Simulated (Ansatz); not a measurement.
A run of Ansatz 0.2.0 is set up as follows.

The input input.yaml:

```yaml
crystal:
  lattice:
    - [4.806367, 0.0, 0.0]
    - [0.0, 4.806367, 0.0]
    - [0.0, 0.0, 4.806367]
  atoms:
    - { symbol: Sb, position: [0.5, 0.5, 0.0] }
    - { symbol: Sb, position: [0.0, 0.5, 0.5] }
    - { symbol: Sb, position: [0.5, 0.0, 0.5] }
    - { symbol: In, position: [0.0, 0.0, 0.0] }
hamiltonian:
  xc: pbe
  pseudopotentials: { kind: paw }
kpoints:
  mp_grid: { grid: [6, 6, 6] }
  band_path:
    path:
      - [[0.0, 0.0, 0.0], [0.0, 0.5, 0.0], [0.5, 0.5, 0.0], [0.0, 0.0, 0.0], [0.5, 0.5, 0.5], [0.0, 0.5, 0.0]]
      - [[0.5, 0.5, 0.0], [0.5, 0.5, 0.5]]
    npoints: 14
scf:
  occupations: { method: fermi_dirac, width: 0.05 }
  n_extra_bands: 10
output:
  forces: true
  stress: true
  eigenvalues: true
  fatbands: false
  write_density: true
  write_potential: true
  elf: true
  volumetric_format: npy
```

Potentials or basis: Ansatz PAW.

Command:

```console
$ ansatz run input.yaml --threads 2 --pin off --max-ram 5632MiB --backend cpu --events-out ev --progress --plain --runs-dir out
```

(1) Predict the band gap on the k mesh.

(2) Predict the pressure.

Results:

(1) none (metal or under the smearing width).

(2) 0.2 GPa.

Caveat: spin-orbit coupling is left out, which moves the levels of the heavy elements.
